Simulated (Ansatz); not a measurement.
# B₂H₂F₄: small, medium and large basis sets

Aim: see how fast density functionals converge with the basis set for B₂H₂F₄.

Method: one geometry, several basis sets; program: Ansatz 0.2.0, Gaussian basis.

Plan: PBE0-D4/def2-SVP; ωB97M-V/def2-SVP; PBE0-D4/def2-QZVPP; ωB97M-V/def2-QZVPP; the functionals' def2-TZVPP values are taken from earlier runs.

## Step 1: The relaxed structure

An earlier PBE0-D4 in a triple-zeta def2 set relaxation fixed the geometry.

SMILES `F[B@H-]1[F+][B@H-](F)[F+]1`, 8 atoms, charge 0, spin multiplicity 1.

Atoms are counted from 1 here; the program's logs count them from 0.

Bond lengths: F1–B2 1.319 Å, B2–F3 1.544 Å, B2–F6 1.545 Å, B2–H7 1.187 Å, F3–B4 1.545 Å, B4–F5 1.319 Å, B4–F6 1.544 Å, B4–H8 1.187 Å. Angles: F1–B2–F3 109.7°, F1–B2–F6 109.7°, F1–B2–H7 122.2°, F3–B2–F6 87.0°, F3–B2–H7 111.3°, F6–B2–H7 111.3°, B2–F3–B4 93.0°, F3–B4–F5 109.7°, F3–B4–F6 87.0°, F3–B4–H8 111.3°, F5–B4–F6 109.7°, F5–B4–H8 122.2°, F6–B4–H8 111.3°, B2–F6–B4 93.0°.

## Step 2: PBE0-D4 in def2-SVP

Contents of in.yaml:

```yaml
crystal:
  periodic: [false, false, false]
  atoms:
    - {symbol: F, position_ang: [1.054885, -1.462216, 1.057741]}
    - {symbol: B, position_ang: [0.988942, -0.304839, 0.428948]}
    - {symbol: F, position_ang: [0.248461, -0.482636, -0.914725]}
    - {symbol: B, position_ang: [-0.988935, 0.304843, -0.428940]}
    - {symbol: F, position_ang: [-1.055012, 1.462195, -1.057766]}
    - {symbol: F, position_ang: [-0.248418, 0.482722, 0.914693]}
    - {symbol: H, position_ang: [1.932211, 0.405936, 0.310323]}
    - {symbol: H, position_ang: [-1.932144, -0.406005, -0.310264]}
basis:
  gaussian: {orbitals: def2-SVP}
hamiltonian: {xc: pbe0, dispersion: d4}
output: {orbitals: {seedname: orbitals}}
```

Run with:

```sh
ansatz run in.yaml --threads 4 --pin off --events-out ev --progress --plain --max-ram 10444MiB
```

The program printed:

```text
Functional definition: PBE0
  name "PBE0"
  cite "Adamo & Barone, J. Chem. Phys. 110, 6158 (1999) doi:10.1063/1.478522"
  cite "Perdew, Burke & Ernzerhof, Phys. Rev. Lett. 77, 3865 (1996) doi:10.1103/PhysRevLett.77.3865"
  parent pbe
  parameter a = 0.25
  parameter kappa = 0.804
  parameter beta = 0.06672455060314922
  exchange = (1 - a)*pbe_x(kappa = kappa, mu = beta*pi^2/3) + a*exact_x
  correlation = pbe_c(beta = beta)
1016 factors; their error is unknown
mean field evaluation 1: about -12234.5330 eV, gradient 3.7e1 eV
mean field evaluation 2: about -12233.2617 eV, gradient 4.8e1 eV
mean field evaluation 4: about -12236.5180 eV, gradient 1.8e0 eV
mean field evaluation 8: about -12236.5259 eV, gradient 3.6e-2 eV
mean field -12236.54458529 eV, -449.6847192817 hartree, gradient 2.9e-5 eV, S^2 0.000000; 0 other end points of the search recorded, 0 dependent functions left out
reference -12236.54460753 eV, -449.6847200991 hartree; 24, 24 occupied and 70, 70 virtual orbitals, 1016 factors
Total energy: -12236.64470560 eV, -449.6883986351 hartree
```

Run time: 0.7 s. Hardware: 4 threads of Arm Neoverse V1, shared host.

## Step 3: ωB97M-V in def2-SVP

Changes to in.yaml since step 2:

```diff
@@ -13,3 +13,3 @@
   gaussian: {orbitals: def2-SVP}
-hamiltonian: {xc: pbe0, dispersion: d4}
+hamiltonian: {xc: {name: wB97M-V}}
 output: {orbitals: {seedname: orbitals}}
```

Same command.

The program printed, shortened:

```text
Functional definition: wB97M-V
  name "wB97M-V"
  cite "Mardirossian & Head-Gordon, J. Chem. Phys. 144, 214110 (2016) doi:10.1063/1.4952647"
  cite "Becke, J. Chem. Phys. 107, 8554 (1997) doi:10.1063/1.475007"
  cite "Vydrov & Van Voorhis, J. Chem. Phys. 133, 244103 (2010) doi:10.1063/1.3521275"
  # Of w^i u^j: cxij and so on, Table III.
[...]
  gx(w, u) = 1 - cx + cx01*u + cx10*w
  gss(w, u) = css00 + css04*u^4 + css10*w + css20*w^2 + css43*w^4*u^3
  gos(w, u) = cos00 + cos10*w + (cos20 + cos21*u)*w^2 + (cos60 + cos61*u)*w^6
[...]
      + integral(e_c_pw_mod_opposite_spin*gos(b97_w_opposite, b97_u_opposite)) + vv10(b, c)
1016 factors; their error is unknown
220 factors; integrals over basis functions are off by at most 9.7e-6 eV
[...]
mean field -12245.53989970 eV, -450.0152909891 hartree, gradient 5.6e-5 eV, S^2 0.000000; 0 other end points of the search recorded, 0 dependent functions left out
reference -12245.53993692 eV, -450.0152923569 hartree; 24, 24 occupied and 70, 70 virtual orbitals, 1016 factors
Total energy: -12245.53993692 eV, -450.0152923569 hartree
```

Wall time 2.5 s (4 threads of Arm Neoverse V1, shared host).

## Step 4: PBE0-D4 in def2-QZVPP

Changes to in.yaml since step 3:

```diff
@@ -12,4 +12,4 @@
 basis:
-  gaussian: {orbitals: def2-SVP}
-hamiltonian: {xc: {name: wB97M-V}}
+  gaussian: {orbitals: "def2-QZVPP.json"}
+hamiltonian: {xc: pbe0, dispersion: d4}
 output: {orbitals: {seedname: orbitals}}
```

Launched as before.

The program printed:

```text
Functional definition: PBE0
  name "PBE0"
  cite "Adamo & Barone, J. Chem. Phys. 110, 6158 (1999) doi:10.1063/1.478522"
  cite "Perdew, Burke & Ernzerhof, Phys. Rev. Lett. 77, 3865 (1996) doi:10.1103/PhysRevLett.77.3865"
  parent pbe
  parameter a = 0.25
  parameter kappa = 0.804
  parameter beta = 0.06672455060314922
  exchange = (1 - a)*pbe_x(kappa = kappa, mu = beta*pi^2/3) + a*exact_x
  correlation = pbe_c(beta = beta)
1266 factors; their error is unknown
mean field evaluation 1: about -12249.2590 eV, gradient 4.6e1 eV
mean field evaluation 2: about -12247.6325 eV, gradient 5.9e1 eV
mean field evaluation 4: about -12251.8775 eV, gradient 2.1e0 eV
mean field evaluation 8: about -12251.8883 eV, gradient 3.4e-2 eV
mean field -12251.88829976 eV, -450.2485903882 hartree, gradient 4.7e-6 eV, S^2 0.000000; 0 other end points of the search recorded, 0 dependent functions left out
reference -12251.88833098 eV, -450.2485915355 hartree; 24, 24 occupied and 378, 378 virtual orbitals, 1266 factors
Total energy: -12251.98842905 eV, -450.2522700715 hartree
```

Wall time 4.4 s (4 threads of Arm Neoverse V1, shared host); peak memory 1.1 GiB.

## Step 5: ωB97M-V in def2-QZVPP

Changes to in.yaml since step 4:

```diff
@@ -13,3 +13,3 @@
   gaussian: {orbitals: "def2-QZVPP.json"}
-hamiltonian: {xc: pbe0, dispersion: d4}
+hamiltonian: {xc: {name: wB97M-V}}
 output: {orbitals: {seedname: orbitals}}
```

The command is unchanged.

The program printed, shortened:

```text
Functional definition: wB97M-V
  name "wB97M-V"
  cite "Mardirossian & Head-Gordon, J. Chem. Phys. 144, 214110 (2016) doi:10.1063/1.4952647"
  cite "Becke, J. Chem. Phys. 107, 8554 (1997) doi:10.1063/1.475007"
  cite "Vydrov & Van Voorhis, J. Chem. Phys. 133, 244103 (2010) doi:10.1063/1.3521275"
  # Of w^i u^j: cxij and so on, Table III.
[...]
  gx(w, u) = 1 - cx + cx01*u + cx10*w
  gss(w, u) = css00 + css04*u^4 + css10*w + css20*w^2 + css43*w^4*u^3
  gos(w, u) = cos00 + cos10*w + (cos20 + cos21*u)*w^2 + (cos60 + cos61*u)*w^6
[...]
      + integral(e_c_pw_mod_opposite_spin*gos(b97_w_opposite, b97_u_opposite)) + vv10(b, c)
1266 factors; their error is unknown
284 factors; integrals over basis functions are off by at most 8.5e-6 eV
[...]
mean field -12261.11142982 eV, -450.5875341659 hartree, gradient 1.2e-5 eV, S^2 0.000000; 0 other end points of the search recorded, 0 dependent functions left out
reference -12261.11148256 eV, -450.5875361042 hartree; 24, 24 occupied and 378, 378 virtual orbitals, 1266 factors
Total energy: -12261.11148256 eV, -450.5875361042 hartree
```

Run time: 12 s. Hardware: 4 threads of Arm Neoverse V1, shared host; peak memory 1.4 GiB.

## Step 6: Functionals by basis

The def2-TZVPP values come from earlier runs at the same geometry.

| functional | basis | functions | energy (eV) | from the largest (eV) | HOMO (eV) | LUMO (eV) |
| --- | --- | --- | --- | --- | --- | --- |
| PBE0-D4 | def2-SVP | 94 | -12236.6447 | 15.344 | -10.30 | 1.15 |
| PBE0-D4 | def2-TZVPP | 214 | -12251.3533 | 0.635 | -10.38 | 0.63 |
| PBE0-D4 | def2-QZVPP | 402 | -12251.9884 | 0.000 | -10.39 | 0.42 |
| ωB97M-V | def2-SVP | 94 | -12245.5399 | 15.572 | -12.64 | 3.19 |
| ωB97M-V | def2-TZVPP | 214 | -12260.5246 | 0.587 | -12.75 | 2.27 |
| ωB97M-V | def2-QZVPP | 402 | -12261.1115 | 0.000 | -12.77 | 1.66 |

## Step 7: What came out

```
                                       quantity           value
PBE0-D4: double and triple zeta above quadruple  15.34, 0.64 eV
ωB97M-V: double and triple zeta above quadruple  15.57, 0.59 eV
```

What this shows: For PBE0-D4 the step from double to triple zeta gains 14.71 eV and the next only 0.64 eV. These are total energies; as a rule much of such shifts cancels in differences, which this series doesn't test. The LUMO of ωB97M-V is positive and keeps falling with the basis (3.19 to 1.66 eV): an unbound level that the basis holds in place.

For PBE0-D4 the largest set took about 6 times as long as the smallest (4.4 s against 0.7 s).
